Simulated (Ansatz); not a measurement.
**SF2 (sulfur difluoride) at RPA@PBE/STO-3G**

What is the electronic atomisation energy of SF2 (sulfur difluoride) at RPA@PBE/STO-3G? 

The results are computed with Ansatz 0.2.0.

33 further runs of the same task are left out: 8 that didn't finish, 25 set aside as unsound or not needed.

## Step 1: The molecule

The species is SF2 (3 atoms), meant as a singlet with charge 0. As SMILES, `FSF`. The shape is that of a GFN2-xTB optimisation.

Bond lengths: F1–S2 1.632 Å, S2–F3 1.632 Å. Angles: F1–S2–F3 97.2°.

## Step 2: A single-point energy at RPA@PBE/STO-3G

The input, run.yaml:

```yaml
crystal:
  periodic: [false, false, false]
  atoms:
    - symbol: F
      position_ang: [0.454740, 1.131520, 0.375070]
    - symbol: S
      position_ang: [-0.626960, 0.131720, -0.328340]
    - symbol: F
      position_ang: [0.172220, -1.263230, -0.046730]
basis:
  gaussian:
    orbitals: STO-3G
accuracy: high
correlation:
  method: rpa
  frozen_orbitals: {F: 1, S: 5}
hamiltonian:
  xc: {name: PBE}
```

Command:

```
$ ansatz run run.yaml --threads 1 --pin off --max-ram 2610MiB --events-out events.jsonl --progress --plain --runs-dir runs
```

What it wrote:

```text
Warning: RAYON_NUM_THREADS=1 ignored (pool sized by the plan → 1); use --threads N
Functional definition: PBE
  name "PBE"
  parameter kappa = 0.804
  parameter beta = 0.06672455060314922
  exchange = pbe_x(kappa = kappa, mu = beta*pi^2/3)
  correlation = pbe_c(beta = beta)
334 factors; integrals over basis functions are off by at most 3.5e-8 eV
mean field evaluation 1: about -16056.9739 eV, gradient 1.2e1 eV
mean field evaluation 2: about -16056.9466 eV, gradient 1.3e1 eV
mean field evaluation 4: about -16057.6254 eV, gradient 1.5e0 eV
mean field evaluation 8: about -16057.6347 eV, gradient 6.3e-2 eV
mean field evaluation 16: about -16057.6347 eV, gradient 9.9e-9 eV
mean field -16057.63470004 eV, -590.1071909709 hartree, gradient 1.1e-8 eV, S^2 0.000000; 0 other end points of the search recorded, 0 dependent functions left out
7 core orbitals not correlated: weight in the atoms' cores, before any rotation towards them, 1.000 or more for the frozen orbitals, at most 0.000 for the correlated occupied ones
reference -16031.37019327 eV, -589.1419881496 hartree; 10, 10 occupied and 2, 2 virtual orbitals, 334 factors
Total energy: -16035.83889920 eV, -589.3062100637 hartree
```

Wall time 1.2 s (1 thread of Arm Neoverse V1, shared host); peak memory 0.092 GiB.

## Step 3: The F atom at the same level

The input, job.yaml:

```yaml
crystal:
  periodic: [false, false, false]
  atoms:
    - symbol: F
      position_ang: [0.000000, 0.000000, 0.000000]
basis:
  gaussian:
    orbitals: STO-3G
correlation:
  method: rpa
  frozen_orbitals: {F: 1}
accuracy: high
hamiltonian:
  xc: pbe
magnetization:
  spin_polarized: true
  initial_magnetization: 1
```

Command:

```
$ ansatz run job.yaml --threads 1 --pin off --max-ram 2610MiB --events-out events.jsonl --progress --plain --runs-dir runs
```

What it wrote, cut to the lines that bear on the results:

```text
Warning: RAYON_NUM_THREADS=1 ignored (pool sized by the plan → 1); use --threads N
[... 6 set-up lines as earlier in the session ...]
15 factors; integrals over basis functions are off by at most 1.2e-9 eV
mean field evaluation 1: about -2671.3014 eV, gradient 5.5e-12 eV
mean field evaluation 2: about -2671.3023 eV, gradient 3.7e-11 eV
mean field evaluation 4: about -2671.3022 eV, gradient 0.0e0 eV
mean field evaluation 8: about -2671.3022 eV, gradient 2.7e-2 eV
mean field evaluation 16: about -2671.3022 eV, gradient 3.2e-12 eV
mean field -2671.30230684 eV, -98.1685491027 hartree, gradient 1.4e-23 eV, S^2 0.750000; 7 other end points of the search recorded, 0 dependent functions left out
1 core orbitals not correlated: weight in the atoms' cores, before any rotation towards them, 1.000 or more for the frozen orbitals, at most 0.000 for the correlated occupied ones
reference -2666.34863534 eV, -97.9865050328 hartree; 4, 3 occupied and 0, 1 virtual orbitals, 15 factors
Total energy: -2667.19263608 eV, -98.0175214877 hartree
```

Run time: 0.5 s. Hardware: 1 thread of Arm Neoverse V1, shared host.

## Step 4: The S atom at the same level

The input, run.yaml:

```yaml
crystal:
  periodic: [false, false, false]
  atoms:
    - {symbol: S, position_ang: [0.000000, 0.000000, 0.000000]}
basis:
  gaussian: {orbitals: STO-3G}
magnetization: {spin_polarized: true, initial_magnetization: 2}
hamiltonian: {xc: {name: PBE}}
correlation: {method: rpa, frozen_orbitals: {S: 5}}
accuracy: high
```

Run the same way, it converges to -393.15871 Eh (log not shown).

## Step 5: Summary of results

At RPA@PBE/STO-3G, 7 core orbitals frozen:

```
                                  quantity          value
                    molecule: total energy  -589.30621 Eh
molecule: RPA correlation energy (valence)     -164.2 mEh
                      F atom: total energy   -98.01752 Eh
  F atom: RPA correlation energy (valence)      -31.0 mEh
 F atom: ⟨S²⟩ of the reference determinant          0.750
                      S atom: total energy  -393.15871 Eh
  S atom: RPA correlation energy (valence)      -29.2 mEh
 S atom: ⟨S²⟩ of the reference determinant          2.000
             electronic atomisation energy       3.060 eV
```

**Reading.** Taking the molecule apart into free atoms costs 3.06 eV (71 kcal/mol), before zero-point energy and without spin-orbit coupling. In a minimal basis such a difference can be off by several eV, whatever the method.
